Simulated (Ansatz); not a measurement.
**Ge₂− (sextet): wave-function methods side by side, aug-cc-pVTZ**

The task here is to estimate one member of a computed series from the others.

The runs use Ansatz 0.2.0, Gaussian basis; aug-cc-pVTZ, core rule «outside noble gas», up to 28 orbitals frozen.

To be run: UHF; CCSD(T) on ROHF; CCSD(T) on UHF; BCCD(T) on ROHF; CCSDT(Q) on ROHF; CCSDT(Q) on UHF; CASSCF and MRCISD+Q, 9 electrons in 8 orbitals; CASSCF and NEVPT2, 9 electrons in 8 orbitals.

6 further runs of the same task are left out: 1 that didn't finish, 5 set aside as unsound or not needed.

## What is computed

The geometry is a PBE0/def2-TZVPD stationary point (not a proven minimum) of the parent state, kept for this charge and spin. No spin-orbit coupling is included. The filled d shell of Ge may be among the frozen orbitals whatever the setting's name suggests; the logs give the count.

2 atoms, charge -1, spin multiplicity 6.

Atoms are counted from 1 here; the program's logs count them from 0.

Bond lengths: Ge1–Ge2 2.526 Å.

Set-up of the first run:

File in.yaml:

```yaml
crystal:
  periodic: [false, false, false]
  atoms:
    - {symbol: Ge, position_ang: [0.000000, 0.000000, 0.000000]}
    - {symbol: Ge, position_ang: [0.000000, 0.000000, 2.525800]}
basis:
  gaussian: {orbitals: aug-cc-pVTZ}
total_charge: -1
magnetization: {spin_polarized: true, initial_magnetization: 5}
hamiltonian: {xc: hf}
output: {orbitals: {seedname: orbitals}}
```

The run is started by

```console
$ ansatz run in.yaml --threads 1 --pin off --events-out ev --progress --plain --max-ram 3968MiB --backend cpu
```

Steps of the session up to this table: UHF; CCSD(T) on ROHF; CCSD(T) on UHF; BCCD(T) on ROHF; CCSDT(Q) on ROHF; CCSDT(Q) on UHF; CASSCF and MRCISD+Q, 9 electrons in 8 orbitals; CASSCF and NEVPT2, 9 electrons in 8 orbitals.

One of the session's tables, all rows but one given; the rest of the session is left out.

| method | from RCCSDT(Q) (meV) |
| --- | --- |
| ROHF | +4761.7 |
| UHF | +4664.8 |
| RMP2 | +891.3 |
| UMP2 | +893.0 |
| RCCSD | +284.1 |
| UCCSD | +255.4 |
| RCCSD(T) | +49.0 |
| UCCSD(T) | +23.6 |
| BCCD(T) | ? |
| RCCSDT | +13.0 |
| UCCSDT | -13.4 |
| RCCSDT(Q) | 0 |
| UCCSDT(Q) | -26.3 |
| CASSCF valence | +4340.5 |
| NEVPT2 valence | +942.1 |
| MRCISD valence | +482.6 |
| MRCISD+Q valence | +75.3 |

Estimate the missing values for BCCD(T).

**Answer.** from RCCSDT(Q) (meV): +48.8. In the column «from RCCSDT(Q) (meV)» it lies between UCCSD(T) (+23.6) and RCCSD(T) (+49.0).

Limits of these values: Restricted and unrestricted rows rest on different reference determinants; where their highest levels disagree by more than a few hundredths of an eV, they describe different states and don't form one ladder.
